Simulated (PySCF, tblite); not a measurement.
**C₉H₁₆: geometry, infrared bands and NMR shifts**

Wanted: the infrared bands and NMR shifts of C₉H₁₆ (`CCC#CCC(C)(C)C`), by calculation.

The runs use tblite 0.8.0 and PySCF 2.14.0, with density-fitted response routines of our own; the level of theory stands in each step. All values are computed, except where a source is named. Atoms count from 0, in the outputs and in this text.

### Step 1. The molecule as given

25 atoms, charge 0, multiplicity 1; geometry from: force field or distance geometry start.

Bonds of the start (Å): C0–C1 1.51, C1–C2 1.46, C2–C3 1.21, C3–C4 1.48, C4–C5 1.56, C5–C6 1.54, C5–C7 1.55, C5–C8 1.53, C0–H9 1.10, C0–H10 1.08, C0–H11 1.10, C1–H12 1.10, C1–H13 1.10, C4–H14 1.10, C4–H15 1.10, C6–H16 1.09, C6–H17 1.11, C6–H18 1.09, C7–H19 1.10, C7–H20 1.10, C7–H21 1.09, C8–H22 1.11, C8–H23 1.10, C8–H24 1.10.

### Step 2. Relaxing the molecule with GFN2-xTB

The job: settings as JSON, then the geometry in Å.

```
{"job": {"kind": "relax", "xc": "GFN2-xTB", "basis": "xTB"}, "charge": 0, "multiplicity": 1}
C      3.630400     0.200500    -0.850100
C      3.317000    -0.390400     0.505100
C      1.885200    -0.445200     0.770600
C      0.691200    -0.469200     0.958600
C     -0.761000    -0.520800     1.218000
C     -1.613800     0.043300     0.040300
C     -1.384400    -0.762500    -1.250800
C     -1.273300     1.529400    -0.215100
C     -3.091000    -0.065900     0.434500
H      3.233300     1.225300    -0.921200
H      4.699100     0.229900    -1.024800
H      3.159400    -0.390400    -1.648100
H      3.735700    -1.404400     0.579200
H      3.819100     0.200800     1.287700
H     -0.981400     0.051300     2.130000
H     -1.054600    -1.557100     1.421800
H     -0.354800    -0.671700    -1.607200
H     -1.593500    -1.835100    -1.086000
H     -2.045400    -0.413700    -2.043900
H     -1.404900     2.126200     0.694500
H     -1.939400     1.949500    -0.986600
H     -0.249400     1.659600    -0.562700
H     -3.302200     0.517700     1.356000
H     -3.389200    -1.111000     0.618400
H     -3.743100     0.328300    -0.357900
```

The run is started by

```console
OMP_NUM_THREADS=1 python probes_run.py task.json out
```

This one command runs all jobs of the session in turn.

**Question.** This job is followed by: GFN2-xTB harmonic vibrations, gas phase; GIAO PBE0/pcSseg-1 NMR shielding, non-relativistic, gas phase. Predict these results of the whole session: strongest single infrared mode (GFN2-xTB); zero-point energy (GFN2-xTB); ¹³C shifts against TMS (PBE0/pcSseg-1, means over atoms taken as alike); ¹H shifts against TMS (PBE0/pcSseg-1, means over atoms taken as alike); surface potential, 1st and 99th percentile.

The runs gave:

| quantity | value |
| --- | --- |
| strongest single infrared mode (GFN2-xTB) | 3036 cm⁻¹, 75 km/mol |
| zero-point energy (GFN2-xTB) | 140.0 kcal/mol |
| ¹³C shifts against TMS (PBE0/pcSseg-1, means over atoms taken as alike) | 91.4, 86.0, 35.7, 33.4, 30.6, 17.7, 16.0 ppm |
| ¹H shifts against TMS (PBE0/pcSseg-1, means over atoms taken as alike) | 2.36, 2.12, 1.23, 1.06 ppm |
| surface potential, 1st and 99th percentile | -0.95 V and 0.62 V |

The optimisation took 74 steps and gained 0.092 eV; among the close pairs (by a distance rule), C3–C4 changed most, from 1.476 to 1.450 Å. The lowest mode is slightly imaginary (10i cm⁻¹), a soft motion within the noise of the Hessian, so the minimum is not strictly shown. GFN2-xTB is a fitted tight-binding method: band positions and strengths are rough. Its intensities can rank the bands wrongly. At PBE0/pcSseg-1: Shielding is most anisotropic at C2 (span 268 ppm, paramagnetic term -175 ppm).
